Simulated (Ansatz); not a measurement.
# BaSi3 (AuCu3 type): a single-point run

Aim: a sound single-point run of BaSi3 (AuCu3 type). The structure is shown as the input types it.

Computed with Ansatz 0.2.0 (DFT PBE, scalar-relativistic, plane waves, PAW, unless a step's input says otherwise).

2 further runs of the same task are left out: 2 set aside as unsound or not needed.

**1. Starting point**

Symmetry: Pm-3m, No. 221, cubic system. Conventional cell: a = 4.488 Å, b = 4.488 Å, c = 4.488 Å, α = 90.00°, β = 90.00°, γ = 90.00°. Around Ba (site symmetry m-3m) lie 12 Si at 3.17 Å. Si (site symmetry 4/mmm) has 4 Ba at 3.17 Å and 8 Si at 3.17 Å as nearest neighbours.

As a file:

```cif
data_structure
_symmetry_space_group_name_H-M 'Pm-3m'
_symmetry_Int_Tables_number 221
_cell_length_a 4.4880
_cell_length_b 4.4880
_cell_length_c 4.4880
_cell_angle_alpha 90.000
_cell_angle_beta 90.000
_cell_angle_gamma 90.000
_cell_volume 90.40
loop_
_atom_site_label
_atom_site_type_symbol
_atom_site_symmetry_multiplicity
_atom_site_Wyckoff_symbol
_atom_site_fract_x
_atom_site_fract_y
_atom_site_fract_z
_atom_site_occupancy
Ba1 Ba 1 a 0.00000 0.00000 0.00000 1
Si1 Si 3 c 0.00000 0.50000 0.50000 1
```

**2. The run**

The input, input.yaml:

```yaml
crystal:
  lattice:
    - [4.4879836367, 0.0, 0.0]
    - [0.0, 4.4879836367, 0.0]
    - [0.0, 0.0, 4.4879836367]
  atoms:
    - { symbol: Ba, position: [0.0, 0.0, 0.0] }
    - { symbol: Si, position: [0.0, 0.5, 0.5] }
    - { symbol: Si, position: [0.5, 0.5, 0.0] }
    - { symbol: Si, position: [0.5, 0.0, 0.5] }
basis:
  ecutwfc: 420
  ecutrho_ratio: 4
kpoints:
  mp_grid: { grid: [6, 6, 6] }
hamiltonian:
  xc: pbe
scf:
  occupations: { method: gaussian, width: 0.05 }
  max_iter: 5
output:
  forces: true
  stress: true
```

On the command line:

```sh
$ ansatz run input.yaml --threads 4 --pin off --max-ram 6144MiB --backend cpu --events-out ev --progress --plain --runs-dir out
```

Q: Will this input give a usable result? If not, why, and what should change?

The program finished normally. Convergence says nothing about whether the input makes sense.

Look at the input: scf.max_iter is 5. The risk: too low a cap on iterations. It still converged here, which does not make the setting sound.

To check: delete scf.max_iter (the default then holds).
